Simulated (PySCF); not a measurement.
# H14LuO7 (Lu(H2O)73+): the cost of one run

Program: PySCF 2.14.0. Level of theory: r2SCAN, Lu lcecp-1-SVP with ECP60, O def2-SVP, H def2-SVP; scalar-relativistic core potentials, no spin–orbit coupling. These are calculated values, not measurements.

5 further runs of the same task are left out: 2 for a known fault of the program, 2 that didn't finish, 1 set aside as unsound or not needed.

## Step 1: The system as given

22 atoms, charge 3, spin multiplicity 1.

Bond lengths: Lu1–O2 2.312 Å, Lu1–O5 2.312 Å, Lu1–O8 2.395 Å, Lu1–O11 2.377 Å, Lu1–O14 2.389 Å, Lu1–O17 2.389 Å, Lu1–O20 2.377 Å, O2–H3 0.979 Å, O2–H4 0.979 Å, O5–H6 0.979 Å, O5–H7 0.979 Å, O8–H9 0.975 Å, O8–H10 0.975 Å, O11–H12 0.975 Å, O11–H13 0.975 Å, O14–H15 0.975 Å, O14–H16 0.975 Å, O17–H18 0.975 Å and more. Angles: O2–Lu1–O5 179.7°, O2–Lu1–O8 90.2°, O2–Lu1–O11 90.1°, O2–Lu1–O14 89.9°, O2–Lu1–O17 89.9°, O2–Lu1–O20 90.1°, O5–Lu1–O8 90.2°, O5–Lu1–O11 90.1°, O5–Lu1–O14 89.9°, O5–Lu1–O17 89.9°, O5–Lu1–O20 90.1°, O8–Lu1–O11 71.9°, O8–Lu1–O14 143.9°, O8–Lu1–O17 143.9°, O8–Lu1–O20 71.9°, O11–Lu1–O14 72.0°, O11–Lu1–O17 144.2°, O11–Lu1–O20 143.9° and more.

As a file:

```xyz
22

Lu    0.0004    0.0000    0.0000
O    -0.0062    0.0000    2.3123
H     0.7591    0.0000    2.9224
H    -0.7759    0.0000    2.9171
O    -0.0062    0.0000   -2.3123
H     0.7591    0.0000   -2.9224
H    -0.7759    0.0000   -2.9171
O     2.3959    0.0000    0.0000
H     3.0030    0.0000    0.7633
H     3.0030    0.0000   -0.7633
O     0.7378    2.2597    0.0000
H     0.9014    2.8375    0.7685
H     0.9014    2.8375   -0.7685
O    -1.9299    1.4073    0.0000
H    -2.3944    1.7942    0.7654
H    -2.3944    1.7942   -0.7654
O    -1.9299   -1.4073    0.0000
H    -2.3944   -1.7942    0.7654
H    -2.3944   -1.7942   -0.7654
O     0.7378   -2.2597    0.0000
H     0.9014   -2.8375    0.7685
H     0.9014   -2.8375   -0.7685
```

Formal oxidation states: Lu +3. Each metal's 14 4f electrons lie in its core potential, so multiplicities, spins and levels count the valence alone. An earlier session relaxed this geometry at r2SCAN, Lu lcecp-1-SVP with ECP60, O def2-SVP, H def2-SVP (singlet, point group C2v).

Its energy there is -573.565124 Eh.

## Step 2: Atoms moved at random, σ = 0.1 Å

The input, run.py (the lines that set the calculation):

```python
mol = gto.M(atom='''
Lu     0.09578    -0.14583     0.12076
O     -0.02446     0.07551     2.22403
H      0.53213     0.00930     3.06413
H     -0.75250     0.02522     2.85270
O      0.05736    -0.22172    -2.42479
H      0.71356    -0.05819    -2.85270
H     -0.99149    -0.01090    -3.02421
O      2.23754    -0.10593     0.05454
H      2.93772    -0.13537     0.89653
H      3.08775     0.01406    -0.80993
O      0.60075     2.31994     0.01234
H      0.91084     2.78644     0.79195
H      0.80560     2.93594    -0.71640
O     -1.77093     1.59356     0.01412
H     -2.30854     1.71509     0.82246
H     -2.18885     1.87764    -0.76328
O     -1.65549    -1.38893    -0.02833
H     -2.31486    -1.69167     0.68257
H     -2.56060    -1.82209    -0.80992
O      0.76452    -2.14161     0.02460
H      0.92416    -2.87603     0.74210
H      0.90003    -2.75444    -0.87325''',
    basis={'Lu': 'lcecp-1-SVP', 'O': 'def2-SVP', 'H': 'def2-SVP'},
    ecp={'Lu': 'lcecp-1-SVP'},
    charge=3, spin=0)
mf = dft.RKS(mol, xc='R2SCAN')
mf.grids.atom_grid = (50, 194)  # f atoms: unpruned, at least (60, 302)
mf = mf.density_fit()  # fitting sets: Lu AutoAux, O def2-universal-JKFIT, H def2-universal-JKFIT
mf.conv_tol = 1e-08; mf.max_cycle = 55
mf.kernel(dm0)  # dm0: the density of the relaxed state
```

On the command line:

```
OMP_NUM_THREADS=4 python run.py
```

**Question.** How long does this run take on 4 threads of Intel Xeon 6975P-C (Granite Rapids), shared host?

About 17 s.
